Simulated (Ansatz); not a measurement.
**H4InO3P: basis-set convergence**

The task here is to estimate one member of a computed series from the others.

Program: Ansatz 0.2.0, Gaussian basis. Level of theory: one geometry, several basis sets. These are calculated values, not measurements.

Levels to be run: PBE0-D4/def2-SVP; ωB97M-V/def2-SVP; PBE0-D4/def2-QZVPP; ωB97M-V/def2-QZVPP; the functionals' def2-TZVPP values are taken from earlier runs.

### Structure used throughout

The geometry comes from an earlier relaxation with PBE0-D4 in a triple-zeta def2 set; it is a stationary point, not always the lowest conformer. In takes the def2 core potential; no spin-orbit term is included.

SMILES `OP(O)[O][InH2]`, 9 atoms, charge 0, spin multiplicity 1.

Atoms are counted from 1 here; the program's logs count them from 0.

Bond lengths: O1–P2 1.618 Å, O1–H6 0.967 Å, P2–O3 1.755 Å, P2–O4 1.562 Å, O3–H7 0.962 Å, O4–In5 2.107 Å, In5–H8 1.706 Å, In5–H9 1.707 Å. Angles: P2–O1–H6 112.9°, O1–P2–O3 99.7°, O1–P2–O4 104.5°, O3–P2–O4 92.1°, P2–O3–H7 114.6°, P2–O4–In5 108.3°, O4–In5–H8 111.0°, O4–In5–H9 109.7°, H8–In5–H9 136.3°.

The first run:

Contents of in.yaml:

```yaml
crystal:
  periodic: [false, false, false]
  atoms:
    - {symbol: O, position_ang: [-1.075875, 1.662663, 1.243911]}
    - {symbol: P, position_ang: [-0.349891, 1.428931, -0.183537]}
    - {symbol: O, position_ang: [1.003758, 0.437421, 0.331002]}
    - {symbol: O, position_ang: [-1.088823, 0.199222, -0.801151]}
    - {symbol: In, position_ang: [0.231546, -1.442073, -0.789675]}
    - {symbol: H, position_ang: [-1.467150, 0.855395, 1.604461]}
    - {symbol: H, position_ang: [1.838647, 0.909035, 0.408107]}
    - {symbol: H, position_ang: [1.154655, -1.492214, -2.222909]}
    - {symbol: H, position_ang: [-0.246867, -2.558390, 0.409791]}
basis:
  gaussian: {orbitals: def2-SVP}
hamiltonian: {xc: pbe0, dispersion: d4}
output: {orbitals: {seedname: orbitals}}
```

Run with:

```
> ansatz run in.yaml --threads 4 --pin off --events-out ev --progress --plain --max-ram 10444MiB
```

Steps of the session up to this table: PBE0-D4 in def2-SVP; ωB97M-V in def2-SVP; PBE0-D4 in def2-QZVPP; ωB97M-V in def2-QZVPP.

One table of the session follows, with a row left open; its other results are not shown here.

It belongs to the step «Functionals by basis». 

```
functional       basis  HOMO (eV)
   PBE0-D4    def2-SVP      -6.89
   PBE0-D4  def2-TZVPP      -7.04
   PBE0-D4  def2-QZVPP          ?
   ωB97M-V    def2-SVP      -9.09
   ωB97M-V  def2-TZVPP      -9.27
   ωB97M-V  def2-QZVPP      -9.32
```

Q: Estimate the row for PBE0-D4, def2-QZVPP from the others.

As computed: HOMO (eV): -7.08. In the column «HOMO (eV)» it lies between ωB97M-V, def2-SVP (-9.09) and PBE0-D4, def2-TZVPP (-7.04).
